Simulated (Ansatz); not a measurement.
# C₄H₁₃BO: basis-set convergence

The task here is to estimate one member of a computed series from the others.

Method: one geometry, several basis sets; program: Ansatz 0.2.0, Gaussian basis.

The runs, in order: PBE0-D4/def2-SVP; ωB97M-V/def2-SVP; PBE0-D4/def2-QZVPP; ωB97M-V/def2-QZVPP; the functionals' def2-TZVPP values are taken from earlier runs.

1 further run of the same task is left out (it didn't finish). Runs told in other sessions of the task aren't counted.

### The geometry

An earlier PBE0-D4 in a triple-zeta def2 set relaxation fixed the geometry.

SMILES `C[OH+][B-](C)(C)C`, 19 atoms, charge 0, spin multiplicity 1.

Atoms are counted from 1 here; the program's logs count them from 0.

Bond lengths: C1–O2 1.427 Å, C1–H7 1.091 Å, C1–H8 1.091 Å, C1–H9 1.087 Å, O2–B3 1.769 Å, O2–H10 0.963 Å, B3–C4 1.604 Å, B3–C5 1.598 Å, B3–C6 1.603 Å, C4–H11 1.096 Å, C4–H12 1.096 Å, C4–H13 1.098 Å, C5–H14 1.095 Å, C5–H15 1.096 Å, C5–H16 1.096 Å, C6–H17 1.095 Å, C6–H18 1.095 Å, C6–H19 1.099 Å. Angles: O2–C1–H7 109.4°, O2–C1–H8 111.2°, O2–C1–H9 106.5°, H7–C1–H8 110.6°, H7–C1–H9 109.6°, H8–C1–H9 109.5°, C1–O2–B3 119.5°, C1–O2–H10 110.2°, B3–O2–H10 105.3°, O2–B3–C4 104.6°, O2–B3–C5 102.8°, O2–B3–C6 99.0°, C4–B3–C5 116.1°, C4–B3–C6 115.1°, C5–B3–C6 115.8°, B3–C4–H11 114.4°, B3–C4–H12 108.3°, B3–C4–H13 113.9° and more.

As a file:

```mol
C4H13BO
  3D, bonds by distance, orders not assigned

 19 18  0  0  0  0  0  0  0  0999 V2000
    1.2515    1.2081   -1.3803 C   0  0
    0.8321    1.0225   -0.0291 O   0  0
   -0.3366   -0.2499    0.3523 B   0  0
    0.2638   -1.5687   -0.3354 C   0  0
   -1.6934    0.3158   -0.2754 C   0  0
   -0.2375   -0.2105    1.9515 C   0  0
    1.9038    2.0804   -1.4403 H   0  0
    1.7602    0.3210   -1.7606 H   0  0
    0.3499    1.3867   -1.9608 H   0  0
    1.5930    0.8454    0.5345 H   0  0
    0.2583   -1.5510   -1.4310 H   0  0
   -0.3599   -2.4220   -0.0457 H   0  0
    1.2815   -1.8180   -0.0077 H   0  0
   -1.9665    1.3031    0.1113 H   0  0
   -1.6974    0.3676   -1.3704 H   0  0
   -2.5118   -0.3620   -0.0070 H   0  0
   -0.5252    0.7562    2.3786 H   0  0
   -0.9220   -0.9548    2.3726 H   0  0
    0.7563   -0.4698    2.3427 H   0  0
  1  2  8  0
  2  3  8  0
  3  4  8  0
  3  5  8  0
  3  6  8  0
  1  7  8  0
  1  8  8  0
  1  9  8  0
  2 10  8  0
  4 11  8  0
  4 12  8  0
  4 13  8  0
  5 14  8  0
  5 15  8  0
  5 16  8  0
  6 17  8  0
  6 18  8  0
  6 19  8  0
M  END
```

Set-up of the first run:

Contents of in.yaml:

```yaml
crystal:
  periodic: [false, false, false]
  atoms:
    - {symbol: C, position_ang: [1.251456, 1.208138, -1.380278]}
    - {symbol: O, position_ang: [0.832057, 1.022461, -0.029075]}
    - {symbol: B, position_ang: [-0.336649, -0.249932, 0.352301]}
    - {symbol: C, position_ang: [0.263848, -1.568723, -0.335371]}
    - {symbol: C, position_ang: [-1.693359, 0.315799, -0.275427]}
    - {symbol: C, position_ang: [-0.237542, -0.210462, 1.951538]}
    - {symbol: H, position_ang: [1.903779, 2.080402, -1.440337]}
    - {symbol: H, position_ang: [1.760180, 0.320973, -1.760584]}
    - {symbol: H, position_ang: [0.349892, 1.386660, -1.960775]}
    - {symbol: H, position_ang: [1.593020, 0.845382, 0.534536]}
    - {symbol: H, position_ang: [0.258297, -1.550983, -1.430959]}
    - {symbol: H, position_ang: [-0.359927, -2.422019, -0.045655]}
    - {symbol: H, position_ang: [1.281517, -1.817985, -0.007702]}
    - {symbol: H, position_ang: [-1.966484, 1.303133, 0.111285]}
    - {symbol: H, position_ang: [-1.697436, 0.367584, -1.370389]}
    - {symbol: H, position_ang: [-2.511787, -0.361981, -0.006987]}
    - {symbol: H, position_ang: [-0.525216, 0.756160, 2.378593]}
    - {symbol: H, position_ang: [-0.921964, -0.954789, 2.372603]}
    - {symbol: H, position_ang: [0.756300, -0.469840, 2.342694]}
basis:
  gaussian: {orbitals: def2-SVP}
hamiltonian: {xc: pbe0, dispersion: d4}
output: {orbitals: {seedname: orbitals}}
```

The run is started by

```sh
$ ansatz run in.yaml --threads 4 --pin off --events-out ev --progress --plain --max-ram 11315MiB
```

Steps of the session up to this table: PBE0-D4 in def2-SVP; ωB97M-V in def2-SVP; PBE0-D4 in def2-QZVPP; ωB97M-V in def2-QZVPP.

One of the session's tables, all rows but one given; the rest of the session is left out.

It belongs to the step «Functionals by basis». 

```
functional       basis  HOMO (eV)  LUMO (eV)
   PBE0-D4    def2-SVP      -7.44       0.90
   PBE0-D4  def2-TZVPP      -7.56       0.32
   PBE0-D4  def2-QZVPP      -7.58      -0.02
   ωB97M-V    def2-SVP      -9.75       2.57
   ωB97M-V  def2-TZVPP      -9.88       1.77
   ωB97M-V  def2-QZVPP          ?          ?
```

Q: Estimate the row for ωB97M-V, def2-QZVPP from the others.

**Answer.** HOMO (eV): -9.89; LUMO (eV): 1.18. In the column «HOMO (eV)» it is the lowest.
